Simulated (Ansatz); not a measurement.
# SiC: further runs on the relaxed cell

An exercise on one series of results from a longer session: the logs are not shown, and one member is left open.

Method: DFT r2SCAN, scalar-relativistic, plane waves, PAW, in Ansatz 0.2.0.

1 further run of the same task is left out (set aside as unsound or not needed).

## Starting point

It takes space group F-43m (No. 216, cubic). The conventional cell has a = 4.356 Å, b = 4.356 Å, c = 4.356 Å, α = 90.00°, β = 90.00°, γ = 90.00°. Si (site symmetry -43m) is surrounded by 4 C at 1.89 Å. C (site symmetry -43m) has 4 Si at 1.89 Å as nearest neighbours.

Structure file:

```
CELL_PARAMETERS angstrom
0.00000 2.17818 2.17818
2.17818 0.00000 2.17818
2.17818 2.17818 0.00000
ATOMIC_POSITIONS crystal
Si 0.00000 0.00000 0.00000
C 0.25000 0.25000 0.25000
```

This cell was relaxed beforehand with the same method: volume 10.33 Å³/atom, gap on the mesh 1.71 eV.

The first run:

input.yaml reads:

```yaml
crystal:
  lattice:
    - [0.0, 2.1781773184, 2.1781773184]
    - [2.1781773184, 0.0, 2.1781773184]
    - [2.1781773184, 2.1781773184, 0.0]
  atoms:
    - { symbol: Si, position: [0.0, 0.0, 0.0] }
    - { symbol: C, position: [0.25, 0.25, 0.25] }
basis:
  ecutwfc: 500
kpoints:
  mp_grid: { grid: [10, 10, 10] }
  band_path:
    path:
      - [[0.0, 0.0, 0.0], [-0.5, -0.5, 0.0], [-0.375, -0.375, 0.25]]
      - [[-0.375, 0.0, 0.375], [0.0, 0.0, 0.0], [0.0, 0.0, 0.5], [-0.5, -0.25, 0.25], [-0.5, -0.5, 0.0]]
    npoints: 14
hamiltonian:
  xc: r2scan
scf:
  occupations: { method: gaussian, width: 0.02 }
  n_extra_bands: 6
output:
  forces: true
  stress: true
  eigenvalues: true
  populations: true
  dos: { projected: true, de: 0.02, nscf_kmesh: { grid: [15, 15, 15] } }
  bader: true
  write_density: true
  write_potential: true
  elf: true
  volumetric_format: npy
```

The run is started by

```bash
$ ansatz run input.yaml --threads 1 --pin off --max-ram 2560MiB --backend cpu --events-out ev --progress --plain --runs-dir out
```

Steps of the session up to this table: Bands, states and charges; Band edges anywhere in the zone; Eigenvalues a small step from each edge; Back to the database's cell; Optical spectrum; Volume × 0.97; The cell scaled to 1.03 of its volume; Point at V/V0 = 0.94; Point at V/V0 = 1.06; The cell scaled to 0.91 of its volume; The cell scaled to 1.10 of its volume; Point at V/V0 = 0.88.

One table of the session follows, with a row left open; its other results are not shown here.

| volume (Å³/atom) | energy above the lowest point (meV/atom) | pressure (GPa) | gap on the mesh (eV) |
| --- | --- | --- | --- |
| 9.094 | 129.6 | 37.09 | 1.62 |
| 9.404 | 69.1 | 25.68 | 1.64 |
| 9.714 | 29.2 | 15.84 | 1.67 |
| 10.024 | 6.9 | 7.34 | 1.69 |
| 10.334 | 0.0 | 0.00 | 1.71 |
| 10.644 | 6.3 | -6.35 | 1.73 |
| 10.954 | ? | ? | ? |
| 11.368 | 62.7 | -17.97 | 1.77 |

Estimate the missing values for volume (Å³/atom) = 10.954.

Worked estimate for «energy above the lowest point (meV/atom)». A straight line through the neighbours (10.644, 6.3) and (11.368, 62.7) gives 6.3 + (62.7 − 6.3) × (10.954 − 10.644) / (11.368 − 10.644) = 30.4; a parabola fitted to 3 rows on both sides gives 23.3.

As computed: energy above the lowest point (meV/atom): 24.0; pressure (GPa): -11.82; gap on the mesh (eV): 1.75. In «energy above the lowest point (meV/atom)» the line misses by +6.4 and the parabola by -0.7.

Caveats from the session: It is a Kohn-Sham gap, without temperature or zero-point motion. The absorption edge (5.0 eV along x) is to be set beside the least direct gap on the SCF mesh, 5.05 eV; the indirect gap of 1.71 eV gives no absorption without phonons.
